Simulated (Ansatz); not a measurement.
# C₆H₁₄AlClO: a ladder of functionals and wavefunction methods

One table from this session's results is given with a row withheld; the runs are named, their logs left out.

Program: Ansatz 0.2.0, Gaussian basis. Level of theory: functionals in def2-TZVPP, the program's frozen cores in correlated methods. These are calculated values, not measurements.

Levels to be run: LDA (SPW92), PBE-D4, revPBE-D4, BLYP-D4, r2SCAN-D4, B97M-V, PBE0-D4, B3LYP-D4, r2SCANh-D4, r2SCAN0-D4, HSE06-D4, BHLYP-D4, CAM-B3LYP-D4, LC-ωPBE, ωB97X-V, ωB97M-V, B2PLYP, PBE-QIDH; CCSD(T)/def2-SVP; CCSD(T)/def2-TZVPP; MP2/def2-QZVPP; extrapolation to the limit; RPA on PBE.

## The geometry

All runs share one geometry, relaxed beforehand with PBE0-D4 in a triple-zeta def2 set.

SMILES `CC(C)[O][Al]([Cl])[CH](C)C`, 23 atoms, charge 0, spin multiplicity 1.

Atoms are counted from 1 here; the program's logs count them from 0.

Bond lengths: C1–C2 1.517 Å, C1–H10 1.093 Å, C1–H11 1.093 Å, C1–H12 1.093 Å, C2–C3 1.515 Å, C2–O4 1.406 Å, C2–H13 1.100 Å, C3–H14 1.093 Å, C3–H15 1.093 Å, C3–H16 1.092 Å, O4–Al5 1.675 Å, Al5–Cl6 2.100 Å, Al5–C7 1.958 Å, C7–C8 1.530 Å, C7–C9 1.527 Å, C7–H17 1.100 Å, C8–H18 1.096 Å, C8–H19 1.093 Å and more. Angles: C2–C1–H10 110.0°, C2–C1–H11 110.9°, C2–C1–H12 110.8°, H10–C1–H11 108.5°, H10–C1–H12 108.3°, H11–C1–H12 108.1°, C1–C2–C3 111.9°, C1–C2–O4 109.8°, C1–C2–H13 108.4°, C3–C2–O4 108.7°, C3–C2–H13 108.5°, O4–C2–H13 109.5°, C2–C3–H14 110.0°, C2–C3–H15 110.9°, C2–C3–H16 110.5°, H14–C3–H15 108.7°, H14–C3–H16 108.2°, H15–C3–H16 108.5° and more.

The first run:

The input, in.yaml:

```yaml
crystal:
  periodic: [false, false, false]
  atoms:
    - {symbol: C, position_ang: [-0.059544, -1.858790, -1.936109]}
    - {symbol: C, position_ang: [-1.032944, -1.173217, -0.996790]}
    - {symbol: C, position_ang: [-2.471162, -1.533437, -1.310284]}
    - {symbol: O, position_ang: [-0.884974, 0.221979, -1.094358]}
    - {symbol: Al, position_ang: [-0.013685, 1.487580, -0.426241]}
    - {symbol: Cl, position_ang: [-0.421351, 3.378585, -1.244629]}
    - {symbol: C, position_ang: [1.313084, 1.340012, 1.006080]}
    - {symbol: C, position_ang: [1.094673, 2.390535, 2.096906]}
    - {symbol: C, position_ang: [1.414529, -0.065009, 1.595981]}
    - {symbol: H, position_ang: [-0.247193, -1.543140, -2.965463]}
    - {symbol: H, position_ang: [-0.163225, -2.945087, -1.881281]}
    - {symbol: H, position_ang: [0.972192, -1.602793, -1.681473]}
    - {symbol: H, position_ang: [-0.809134, -1.495248, 0.030699]}
    - {symbol: H, position_ang: [-2.719723, -1.228632, -2.329794]}
    - {symbol: H, position_ang: [-2.631598, -2.610342, -1.218528]}
    - {symbol: H, position_ang: [-3.151379, -1.022617, -0.626262]}
    - {symbol: H, position_ang: [2.270816, 1.572463, 0.516721]}
    - {symbol: H, position_ang: [1.904831, 2.362148, 2.834829]}
    - {symbol: H, position_ang: [1.051157, 3.404242, 1.691578]}
    - {symbol: H, position_ang: [0.161855, 2.215620, 2.642721]}
    - {symbol: H, position_ang: [1.633378, -0.822327, 0.838497]}
    - {symbol: H, position_ang: [0.485317, -0.361161, 2.092732]}
    - {symbol: H, position_ang: [2.208878, -0.118166, 2.349767]}
basis:
  gaussian: {orbitals: def2-TZVPP}
hamiltonian: {xc: lda}
output: {orbitals: {seedname: orbitals}}
```

Steps of the session up to this table: LDA; PBE-D4 (GGA); revPBE-D4 (GGA); BLYP-D4 (GGA); r2SCAN-D4 (meta-GGA); B97M-V (meta-GGA); PBE0-D4 (hybrid); B3LYP-D4 (hybrid); r2SCANh-D4 (hybrid); r2SCAN0-D4 (hybrid); HSE06-D4 (hybrid); BHLYP-D4 (hybrid); CAM-B3LYP-D4 (range-separated); LC-ωPBE (range-separated); ωB97X-V (range-separated); ωB97M-V (range-separated); B2PLYP (double hybrid); PBE-QIDH (double hybrid).

One of the session's tables, all rows but one given; the rest of the session is left out.

It belongs to the step «Orbital energies across the functionals». 

```
  functional  HOMO (eV)  gap (eV)
 LDA (SPW92)      -6.29      4.90
      PBE-D4      -6.16      5.06
   revPBE-D4      -6.10      5.14
     BLYP-D4      -6.07      5.07
   r2SCAN-D4      -6.40      5.65
      B97M-V      -6.52      5.54
     PBE0-D4      -7.45      7.14
    B3LYP-D4      -7.26      6.72
  r2SCANh-D4      -6.89      6.39
  r2SCAN0-D4      -7.61      7.50
    HSE06-D4          ?         ?
    BHLYP-D4      -8.68      9.12
CAM-B3LYP-D4      -8.82      9.42
     LC-ωPBE     -10.12     11.89
     ωB97X-V      -9.80     11.36
     ωB97M-V      -9.68     10.90
```

**Question.** Estimate the row for HSE06-D4.

As computed: HOMO (eV): -7.05; gap (eV): 6.37. In the column «HOMO (eV)» it lies between B3LYP-D4 (-7.26) and r2SCANh-D4 (-6.89).
